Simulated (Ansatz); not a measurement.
A nudged elastic band was laid between two geometries of a periodic cell of 23 atoms, Si$_{8}$O$_{15}$ (host SiO2, host structure P4_2/mnm, one O atom removed).

All numbers below come from DFT PBE-D3(BJ), scalar-relativistic, plane waves, PAW (Ansatz). Settings: PAW set soft_1, cutoff 420 eV, k mesh 2x2x2, fermi-dirac smearing 0.05 eV, no spin polarisation.

```json
{
 "movable images": "5",
 "climbing image": "yes",
 "spring": "1.0 eV/Å²",
 "optimiser": "quadratic models (default)",
 "start path": "IDPP",
 "force threshold": "0.03 eV/Å",
 "iteration limit": "52",
 "end points": "relaxed"
}
```

Initial state:

```xyz
23
Lattice="-4.2244 -4.2244 0.0000 4.2244 -4.2244 0.0000 0.0000 0.0000 5.3792" Properties=species:S:1:pos:R:3
Si -0.007 -4.229 0.007
Si 2.117 -2.105 1.356
O 1.298 -2.925 0.007
O 0.842 -0.789 1.363
O -1.295 -5.518 0.007
O 3.433 -3.381 1.363
Si -0.003 -4.225 2.697
Si 2.117 -2.105 4.037
O 1.298 -2.925 2.697
O 0.842 -0.789 4.031
O -1.294 -5.517 2.697
O 3.433 -3.381 4.031
Si 0.001 0.003 0.007
Si -2.137 -2.135 1.401
O -2.938 -2.937 0.007
O 0.810 -5.045 1.362
O -1.298 -1.297 0.007
O -0.822 -3.413 1.362
Si -0.016 -0.014 2.697
Si -2.137 -2.135 3.993
O 0.810 -5.044 4.032
O -1.265 -1.263 2.697
O -0.822 -3.413 4.032
```

Final state:

Only the atoms that move by more than 0.05 Å are listed.
```
O4 0.793 -0.840 1.356
O6 3.384 -3.432 1.356
O10 0.793 -0.840 4.024
O12 3.384 -3.432 4.024
Si14 -2.086 -2.086 1.393
Si20 -2.086 -2.086 3.986
O22 -2.957 -2.957 2.690
```

Which bonds break or form, and what moves?

The atom that moves furthest is O22, by 2.39 Å; four of its nearest neighbours are Si19 1.77, Si14 1.79, Si20 1.79, O6 2.54 Å at the first end and Si19 1.77, Si14 1.79, Si20 1.79, O12 2.54 Å at the last.

What energy profile does the band end with?

The run converged. The highest image is number 3 of 0 to 6, 5.15 eV above the ends, which have the same energy within 2 meV. Neighbouring images differ by up to 2.8 eV, so the band resolves the path poorly. By the program's own check the climbing image is a first-order saddle point (lowest curvatures found: -19.18 and 0.44 eV/Å²). Limits of this set-up: coarse k mesh, no spin, though dangling bonds at a vacancy may carry it, a small cell, in which the defect meets its images.

| image | path coordinate (Å) | energy (eV) |
| --- | --- | --- |
| 0 | 0.00 | 0.00 |
| 1 | 0.54 | 0.08 |
| 2 | 1.08 | 2.36 |
| 3 | 1.62 | 5.15 |
| 4 | 2.16 | 2.37 |
| 5 | 2.70 | 0.08 |
| 6 | 3.24 | 0.00 |

What is the geometry of the highest image?


```xyz
23
Lattice="-4.2244 -4.2244 0.0000 4.2244 -4.2244 0.0000 0.0000 0.0000 5.3792" Properties=species:S:1:pos:R:3
Si 0.000 -4.222 0.004
Si 2.113 -2.111 1.327
O 1.285 -2.942 0.004
O 0.839 -0.837 1.274
O -1.280 -5.507 0.004
O 3.387 -3.385 1.275
Si -0.003 -4.219 2.693
Si 2.113 -2.111 4.059
O 1.293 -2.930 2.693
O 0.840 -0.837 4.113
O -1.292 -5.515 2.693
O 3.387 -3.385 4.112
Si 0.001 0.001 0.004
Si -2.118 -2.104 1.186
O -2.944 -2.942 0.004
O 0.821 -5.042 1.315
O -1.280 -1.278 0.004
O -0.817 -3.405 1.311
Si 0.002 0.002 2.693
Si -2.118 -2.104 4.200
O 0.821 -5.043 4.072
O -2.102 -2.121 2.693
O -0.817 -3.405 4.076
```

The band took 25 iterations and of the order of 14 core-minutes.

Time of the run: 14 min on 1 thread of Arm Neoverse V2, on a shared host, peak memory 0.74 GiB.
